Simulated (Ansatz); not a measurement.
I need energies of removing a hydrogen of Cl2H2Si, SMILES Cl[SiH2]Cl. Use the Python package of Ansatz (0.2.0). Settings (for the species named): PBE0, 6-31G* basis, multiplicity 1, D3BJ dispersion.

```json
{"atom": "Cl", "x (Å)": "-1.0565", "y (Å)": "-0.3601", "z (Å)": "1.5881"}
{"atom": "Si", "x (Å)": "0.1366", "y (Å)": "-0.0799", "z (Å)": "-0.0270"}
{"atom": "Cl", "x (Å)": "-0.8457", "y (Å)": "1.2151", "z (Å)": "-1.3052"}
{"atom": "H", "x (Å)": "0.3979", "y (Å)": "-1.3744", "z (Å)": "-0.7084"}
{"atom": "H", "x (Å)": "1.4177", "y (Å)": "0.5255", "z (Å)": "0.4111"}
```

`run_bde.py`:
```python
import ansatz as az


def total_energy(molecule, charge=0, unpaired=0):
    calc = (
        molecule.calculation()
        .basis(gaussian="6-31G*")
        .functional("pbe0", dispersion="d3bj")
    )
    if charge:
        calc = calc.charge(charge)
    if unpaired:
        calc = calc.spin("collinear", total=unpaired)
    report = calc.run(threads=1).report
    if report["published_state_doubts"]:
        print("  doubts:", report["published_state_doubts"])
    return report["free_energy_ev"]

def without(molecule, index):
    rest = az.Crystal.molecule()
    for i, site in enumerate(molecule.cartesian_sites):
        if i != index:
            rest = rest.atom(site.symbol, site.position_ang)
    return rest

geometry_ang = [
    ("Cl", [-1.0565, -0.3601, 1.5881]),
    ("Si", [0.1366, -0.0799, -0.027]),
    ("Cl", [-0.8457, 1.2151, -1.3052]),
    ("H", [0.3979, -1.3744, -0.7084]),
    ("H", [1.4177, 0.5255, 0.4111]),
]
geometry = az.Crystal.molecule()
for symbol, xyz in geometry_ang:
    geometry = geometry.atom(symbol, xyz)

whole = total_energy(geometry, 0)
hydrogen = total_energy(az.Crystal.molecule().atom("H", (0, 0, 0)), 0, 1)
print(f"E(molecule) = {whole:.5f} eV, E(H) = {hydrogen:.5f} eV")
for index in [4]:
    radical = total_energy(without(geometry, index), 0, 1)
    print(f"H{index}: homolysis {96.485332 * (radical + hydrogen - whole):.1f} kJ/mol")
    anion = total_energy(without(geometry, index), -1)
    print(f"H{index}: loss of a proton {96.485332 * (anion - whole):.1f} kJ/mol")
```

`python run_bde.py` gives:
```text
E(molecule) = -32945.09409 eV, E(H) = -13.58146 eV
H4: homolysis 381.9 kJ/mol
H4: loss of a proton 1582.7 kJ/mol
```

What to keep in mind:
- Total energies depend on the basis set; only differences at equal settings carry meaning.
- The geometry is a force-field or estimated start, not a minimum of this method, and the basis set is short of its limit. All parts are taken at fixed geometry, without zero-point energy.
- Anions want diffuse functions, which this basis lacks.
- Hardware and time: 5.6 s on 1 thread of Arm Neoverse V1, with other jobs on the host, peak memory 0.2 GiB.
